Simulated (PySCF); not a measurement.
# C₆H₃FO₂: excited-state relaxation

Wanted: excited-state relaxation for C₆H₃FO₂ (`O=C1C=CC(=O)C(F)=C1`).

Programs: PySCF 2.14.0, with routines of our own; each step states its level. All values are computed. Atoms count from 0.

### Step 1. The starting structure

12 atoms, charge 0, multiplicity 1; geometry from: GFN2-xTB.

### Step 2. Geometry optimisation at HF/def2-SVP

The job: settings as JSON, then the geometry in Å.

```
{"job": {"xc": "HF", "basis": "def2-SVP", "grid": 1, "kind": "geom"}, "charge": 0, "multiplicity": 1}
O     -1.535833     2.198039     0.014611
C     -0.843010     1.203200     0.007805
C     -1.421285    -0.158225     0.041739
C     -0.670294    -1.260993     0.031095
C      0.803777    -1.219998    -0.012336
O      1.495962    -2.211287    -0.020958
C      1.369586     0.157910    -0.043160
F      2.701348     0.228316    -0.080715
C      0.626251     1.268537    -0.035354
H     -2.500677    -0.204402     0.075555
H     -1.103797    -2.251062     0.054814
H      1.079169     2.249279    -0.059124
```

Launch:

```
$ OMP_NUM_THREADS=1 python excited_run.py task.json out
```

This one command runs all jobs of the session in turn.

Standard output:

```text
step   0  E = -477.70179577  max force = 0.040686
step   1  E = -477.69916422  max force = 0.023507
step   2  E = -477.70352410  max force = 0.015772
step   3  E = -477.70358482  max force = 0.022664
step   4  E = -477.70553573  max force = 0.006274
step   5  E = -477.70551451  max force = 0.006782
step   6  E = -477.70615295  max force = 0.002372
step   7  E = -477.70614174  max force = 0.003859
step   8  E = -477.70629700  max force = 0.001201
step   9  E = -477.70636239  max force = 0.000699
step  10  E = -477.70637857  max force = 0.000343
step  11  E = -477.70637919  max force = 0.000132
optimisation converged
```

It took 45 s on 1 thread of Arm Neoverse V1, shared host; peak memory 0.54 GiB.

Step by step: (the energy doesn't fall at every step)

| step | energy from step 0 (eV) | largest force component (eV/Å) |
| --- | --- | --- |
| 0 | 0.0000 | 2.0922 |
| 1 | 0.0716 | 1.2088 |
| 2 | -0.0470 | 0.8110 |
| 3 | -0.0487 | 1.1654 |
| 4 | -0.1018 | 0.3226 |
| 5 | -0.1012 | 0.3487 |
| 6 | -0.1186 | 0.1220 |
| 7 | -0.1183 | 0.1984 |
| 8 | -0.1225 | 0.0618 |
| 9 | -0.1243 | 0.0359 |
| 10 | -0.1247 | 0.0176 |
| 11 | -0.1247 | 0.0068 |

Close pairs (by a distance rule), those that changed most:

| bond | before (Å) | after (Å) | change (Å) |
| --- | --- | --- | --- |
| C6–F7 | 1.334 | 1.303 | -0.032 |
| C4–O5 | 1.209 | 1.184 | -0.025 |
| O0–C1 | 1.212 | 1.188 | -0.025 |
| C1–C2 | 1.480 | 1.494 | +0.015 |
| C1–C8 | 1.471 | 1.486 | +0.014 |
| C6–C8 | 1.336 | 1.322 | -0.014 |
| C3–C4 | 1.475 | 1.488 | +0.012 |
| C4–C6 | 1.490 | 1.500 | +0.010 |

The next job starts from the end point, and lists it.

| at the end point | value |
| --- | --- |
| point group (found at 0.08 Å tolerance) | Cs |
| rotational constants (GHz, main isotopes) | 3.029, 1.472, 0.991 |
| dipole moment (D) | 1.57 |

### Step 3. Excited-state relaxation: TDDFT HF/def2-SVP

The job: settings as JSON, then the geometry in Å.

```
{"job": {"kind": "xopt", "state": "S1", "method": "TDDFT", "freq": false, "xc": "HF", "basis": "def2-SVP", "grid": 1}, "charge": 0, "multiplicity": 1}
O     -1.165927     1.884529     1.434179
C     -0.640949     1.037358     0.788304
C     -1.356311    -0.230489     0.451180
C     -0.783785    -1.184831    -0.269768
C      0.605601    -1.046616    -0.783226
O      1.139920    -1.882913    -1.428307
C      1.308688     0.231144    -0.433970
F      2.522771     0.322266    -0.896901
C      0.747953     1.189759     0.283861
H     -2.365123    -0.315799     0.831660
H     -1.286574    -2.108066    -0.523623
H      1.273731     2.102897     0.523769
```

With the program's defaults for keys left out, this is: TDDFT HF/def2-SVP excited-state geometry optimisation, gas phase.

Standard output:

```text
final grid: 54160 points
cycle   1  E = -477.3632860942  dE =  2.759e+00  |g| = 1.190e+00  |ddm| = 4.171e+00
cycle   2  E = -477.5010916305  dE = -1.378e-01  |g| = 1.032e+00  |ddm| = 2.323e+00
cycle   3  E = -477.7011447341  dE = -2.001e-01  |g| = 1.011e-01  |ddm| = 1.320e+00
cycle   4  E = -477.7057137871  dE = -4.569e-03  |g| = 3.541e-02  |ddm| = 2.270e-01
cycle   5  E = -477.7062432850  dE = -5.295e-04  |g| = 1.389e-02  |ddm| = 1.012e-01
cycle   6  E = -477.7063499681  dE = -1.067e-04  |g| = 6.741e-03  |ddm| = 4.447e-02
cycle   7  E = -477.7063768138  dE = -2.685e-05  |g| = 1.904e-03  |ddm| = 2.801e-02
cycle   8  E = -477.7063789531  dE = -2.139e-06  |g| = 5.811e-04  |ddm| = 6.151e-03
cycle   9  E = -477.7063791689  dE = -2.159e-07  |g| = 1.614e-04  |ddm| = 1.657e-03
cycle  10  E = -477.7063791910  dE = -2.204e-08  |g| = 9.345e-05  |ddm| = 4.767e-04
cycle  11  E = -477.7063791960  dE = -5.084e-09  |g| = 3.340e-05  |ddm| = 2.056e-04
cycle  12  E = -477.7063791973  dE = -1.237e-09  |g| = 1.659e-05  |ddm| = 1.112e-04
cycle  13  E = -477.7063791975  dE = -1.787e-10  |g| = 5.913e-06  |ddm| = 4.080e-05
converged SCF energy = -477.7063791975

vertical S1 at the ground-state geometry: 4.1336 eV
step    E(state)/Eh    max force   excitation/eV  root
  0    -477.55385711   0.046334     4.0733      1
  1    -477.54326269   0.046284     3.7486      1
  2    -477.54828003   0.031737     3.7581      1
  3    -477.55725220   0.014686     3.7609      1
  4    -477.55723680   0.022242     3.8077      1
  5    -477.55998543   0.003286     3.7694      1
  6    -477.56013424   0.002055     3.7570      1
  7    -477.56017727   0.001474     3.7583      1
  8    -477.56019128   0.000894     3.7582      1
  9    -477.56020024   0.000314     3.7584      1
optimisation converged
vertical emission 3.7584 eV, adiabatic 3.9777 eV, Stokes shift 0.3751 eV, reorganisation 0.1558 (excited) and 0.2193 eV (ground)
in n-hexane: absorption 4.1886 eV (f = 0.0000, root 1), emission 3.8448 eV (f = 0.0000, root 1)
in water: absorption 4.2955 eV (f = 0.0000, root 1), emission 4.0130 eV (f = 0.0000, root 1)
```

It took 94 s on 1 thread of Arm Neoverse V1, shared host; peak memory 0.86 GiB.

In short:

| quantity | value |
| --- | --- |
| vertical absorption, S1 | 4.13 eV |
| adiabatic energy, S1 | 3.98 eV |
| vertical emission, S1 | 3.76 eV |
| Stokes shift, S1 | 0.38 eV |
| geometry moved (RMSD), S1 | 0.023 Å |

Bonds of the start that changed most:

| bond | start (Å) | end (Å) |
| --- | --- | --- |
| C4–O5 | 1.184 | 1.247 |
| C4–C6 | 1.500 | 1.461 |
| C3–C4 | 1.488 | 1.464 |
| C1–C2 | 1.494 | 1.482 |
| C8–C1 | 1.486 | 1.475 |
| C6–C8 | 1.322 | 1.331 |

### Step 4. Excited-state relaxation: UKS HF/def2-SVP

Settings changed since step 3:

```diff
@@ -1,2 +1,2 @@
-{"job": {"kind": "xopt", "state": "S1", "method": "TDDFT", "freq": false, "xc": "HF", "basis": "def2-SVP", "grid": 1}, "charge": 0, "multiplicity": 1}
+{"job": {"kind": "xopt", "state": "T1", "method": "UKS", "freq": false, "xc": "HF", "basis": "def2-SVP", "grid": 1}, "charge": 0, "multiplicity": 1}
 O     -1.165927     1.884529     1.434179
```

Method: UKS HF/def2-SVP excited-state geometry optimisation, gas phase.

Standard output:

```text
final grid: 54160 points
cycle   1  E = -477.3632860942  dE =  2.759e+00  |g| = 1.190e+00  |ddm| = 4.171e+00
cycle   2  E = -477.5010916305  dE = -1.378e-01  |g| = 1.032e+00  |ddm| = 2.323e+00
cycle   3  E = -477.7011447341  dE = -2.001e-01  |g| = 1.011e-01  |ddm| = 1.320e+00
cycle   4  E = -477.7057137871  dE = -4.569e-03  |g| = 3.541e-02  |ddm| = 2.270e-01
cycle   5  E = -477.7062432850  dE = -5.295e-04  |g| = 1.389e-02  |ddm| = 1.012e-01
cycle   6  E = -477.7063499681  dE = -1.067e-04  |g| = 6.741e-03  |ddm| = 4.447e-02
cycle   7  E = -477.7063768138  dE = -2.685e-05  |g| = 1.904e-03  |ddm| = 2.801e-02
cycle   8  E = -477.7063789531  dE = -2.139e-06  |g| = 5.811e-04  |ddm| = 6.151e-03
cycle   9  E = -477.7063791689  dE = -2.159e-07  |g| = 1.614e-04  |ddm| = 1.657e-03
cycle  10  E = -477.7063791910  dE = -2.204e-08  |g| = 9.345e-05  |ddm| = 4.767e-04
cycle  11  E = -477.7063791960  dE = -5.084e-09  |g| = 3.340e-05  |ddm| = 2.056e-04
cycle  12  E = -477.7063791973  dE = -1.237e-09  |g| = 1.659e-05  |ddm| = 1.112e-04
cycle  13  E = -477.7063791975  dE = -1.787e-10  |g| = 5.913e-06  |ddm| = 4.080e-05
converged SCF energy = -477.7063791975

vertical T1 at the ground-state geometry: 2.5151 eV
step    E(state)/Eh    max force   <S^2>
  0    -477.61788673   0.151899    2.2312
  1    -477.65017294   0.018249    2.3167
  2    -477.65224663   0.011170    2.3348
  3    -477.65189596   0.012137    2.3393
  4    -477.65321293   0.004420    2.3332
  5    -477.65327392   0.003059    2.3351
  6    -477.65328920   0.001898    2.3364
  7    -477.65330740   0.000534    2.3369
  8    -477.65331134   0.000644    2.3364
  9    -477.65331332   0.000428    2.3366
optimisation converged
vertical emission 0.1512 eV, adiabatic 1.4440 eV, Stokes shift 2.3639 eV, reorganisation 1.0711 (excited) and 1.2928 eV (ground)
```

Run time: 83 s. Hardware: 1 thread of Arm Neoverse V1, shared host; peak memory 0.7 GiB.

Key values:

| quantity | value |
| --- | --- |
| vertical gap at the ground-state geometry, T1 | 2.52 eV |
| adiabatic energy, T1 | 1.44 eV |
| vertical gap at the relaxed geometry, T1 | 0.15 eV |
| difference of the two gaps, T1 | 2.36 eV |
| geometry moved (RMSD), T1 | 0.056 Å |

Bonds of the start that changed most:

| bond | start (Å) | end (Å) |
| --- | --- | --- |
| C2–C3 | 1.326 | 1.492 |
| C3–C4 | 1.488 | 1.397 |
| C1–C2 | 1.494 | 1.407 |
| C4–O5 | 1.184 | 1.254 |
| O0–C1 | 1.188 | 1.251 |
| C4–C6 | 1.500 | 1.479 |

### Step 5. Results

| quantity | value |
| --- | --- |
| point group | Cs |
| rotational constants (main isotopes) | 3.03, 1.47, 0.99 GHz |
| vertical absorption, S1 (step 3, TDDFT HF/def2-SVP) | 4.13 eV |
| adiabatic energy, S1 (step 3, TDDFT HF/def2-SVP) | 3.98 eV |
| vertical emission, S1 (step 3, TDDFT HF/def2-SVP) | 3.76 eV |
| Stokes shift, S1 (step 3, TDDFT HF/def2-SVP) | 0.38 eV |
| vertical gap at the ground-state geometry, T1 (step 4, UKS HF/def2-SVP) | 2.52 eV |
| adiabatic energy, T1 (step 4, UKS HF/def2-SVP) | 1.44 eV |
| vertical gap at the relaxed geometry, T1 (step 4, UKS HF/def2-SVP) | 0.15 eV |
| difference of the two gaps, T1 (step 4, UKS HF/def2-SVP) | 2.36 eV |

In words: The optimisation took 11 steps and gained 0.125 eV; among the close pairs (by a distance rule), C6–F7 changed most, from 1.334 to 1.303 Å. No frequency check was run at this level, so the end point may be a saddle. In step 3 the driver flags a change of the state's leading configuration on relaxing; where it is real, start and end values belong to different states. Where no frequencies were run, the relaxed excited state may be a saddle. In step 3 (excited-state relaxation), among the bonds C4–O5 changes most, from 1.184 to 1.247 Å. In step 4 the state is spin-contaminated. In step 4 the gap at the relaxed geometry is under 0.8 eV, where a single closed-shell reference fails, so that gap and differences built on it are unreliable. In step 4 (excited-state relaxation), among the bonds C2–C3 changes most, from 1.326 to 1.492 Å. ΔSCF (UKS) and response values aren't on one footing and may follow different states, so their differences aren't method errors alone, and singlets and triplets from the two don't rank.
